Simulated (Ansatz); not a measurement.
# C4H7Al: a ladder of functionals and wavefunction methods

How much do the methods differ for C4H7Al? The plan is to run it at one geometry with functionals of several rungs and with coupled cluster. The yardstick is the atomisation energy at the CCSD(T) limit.

Method: functionals in def2-TZVPP, the program's frozen cores in correlated methods; program: Ansatz 0.2.0, Gaussian basis.

Levels to be run: PBE-D4, r2SCAN-D4, PBE0-D4, B3LYP-D4, ωB97X-V, ωB97M-V, B2PLYP; CCSD(T)/def2-TZVPP; MP2/def2-QZVPP; extrapolation to the limit.

## (1) The geometry

An earlier PBE0-D4 in a triple-zeta def2 set relaxation fixed the geometry.

SMILES `C=C[C](=C)[AlH2]`, 12 atoms, charge 0, spin multiplicity 1.

Atoms are counted from 1 here; the program's logs count them from 0.

Bond lengths: C1–C2 1.333 Å, C1–H6 1.086 Å, C1–H7 1.083 Å, C2–C3 1.460 Å, C2–H8 1.091 Å, C3–C4 1.344 Å, C3–Al5 1.952 Å, C4–H9 1.091 Å, C4–H10 1.086 Å, Al5–H11 1.588 Å, Al5–H12 1.587 Å. Angles: C2–C1–H6 121.7°, C2–C1–H7 121.4°, H6–C1–H7 116.9°, C1–C2–C3 125.2°, C1–C2–H8 118.6°, C3–C2–H8 116.2°, C2–C3–C4 119.4°, C2–C3–Al5 125.8°, C4–C3–Al5 114.8°, C3–C4–H9 122.0°, C3–C4–H10 122.2°, H9–C4–H10 115.8°, C3–Al5–H11 123.6°, C3–Al5–H12 115.8°, H11–Al5–H12 120.7°.

## (2) PBE-D4 (GGA)

The input, in.yaml:

```yaml
crystal:
  periodic: [false, false, false]
  atoms:
    - {symbol: C, position_ang: [0.114032, 1.634670, 1.209899]}
    - {symbol: C, position_ang: [0.629911, 1.022414, 0.144685]}
    - {symbol: C, position_ang: [0.177766, -0.258264, -0.390378]}
    - {symbol: C, position_ang: [0.785275, -0.772380, -1.473669]}
    - {symbol: Al, position_ang: [-1.274305, -1.347700, 0.326343]}
    - {symbol: H, position_ang: [-0.709105, 1.203956, 1.771534]}
    - {symbol: H, position_ang: [0.498563, 2.586941, 1.554918]}
    - {symbol: H, position_ang: [1.457107, 1.500759, -0.382764]}
    - {symbol: H, position_ang: [1.611088, -0.261493, -1.970450]}
    - {symbol: H, position_ang: [0.485473, -1.721552, -1.908651]}
    - {symbol: H, position_ang: [-2.134930, -0.937595, 1.596184]}
    - {symbol: H, position_ang: [-1.563775, -2.704954, -0.443551]}
basis:
  gaussian: {orbitals: def2-TZVPP}
hamiltonian: {xc: pbe, dispersion: d4}
output: {forces: true, orbitals: {seedname: orbitals}}
```

Started as:

```console
$ ansatz run in.yaml --threads 4 --pin off --events-out ev --progress --plain --max-ram 10444MiB
```

The runs that follow: r2SCAN-D4 (meta-GGA); PBE0-D4 (hybrid); B3LYP-D4 (hybrid); ωB97X-V (range-separated); ωB97M-V (range-separated); B2PLYP (double hybrid); CCSD(T) in def2-TZVPP; MP2 in def2-QZVPP.

Q: Predict the results of all the runs planned. Wanted: atomisation energy, CCSD(T)/CBS; farthest; mean size of error, hybrid; mean size of error, range-separated; gap, smallest and largest; T1 diagnostic; triples share of the correlation energy.

**Answer**, as computed:

```
                               quantity                                  value
        atomisation energy, CCSD(T)/CBS                          4653.8 kJ/mol
 functionals within 23.3 kJ/mol (0.5 %)  r2SCAN-D4, B3LYP-D4, ωB97X-V, ωB97M-V
                               farthest                  PBE-D4 (+99.0 kJ/mol)
             mean size of error, hybrid                            21.9 kJ/mol
    mean size of error, range-separated                             7.2 kJ/mol
              gap, smallest and largest    3.56 eV (PBE-D4), 9.42 eV (ωB97X-V)
                          T1 diagnostic                                 0.0115
triples share of the correlation energy                                  4.4 %
```

PBE-D4 misses by +99.0 kJ/mol. Double hybrids carry the basis error of their MP2 part in triple zeta, and no dispersion term here, so their miss is partly the set-up's. Misses under about 23.3 kJ/mol are within the doubt on the reference itself, which lacks core-valence correlation, relativity and higher excitations. Hartree-Fock recovers 75 % of the binding; the rest is correlation. The gap grows from 3.6 to 9.4 eV across the functionals, mostly with the share of exact exchange. The restricted reference is unstable towards a spin-broken one.
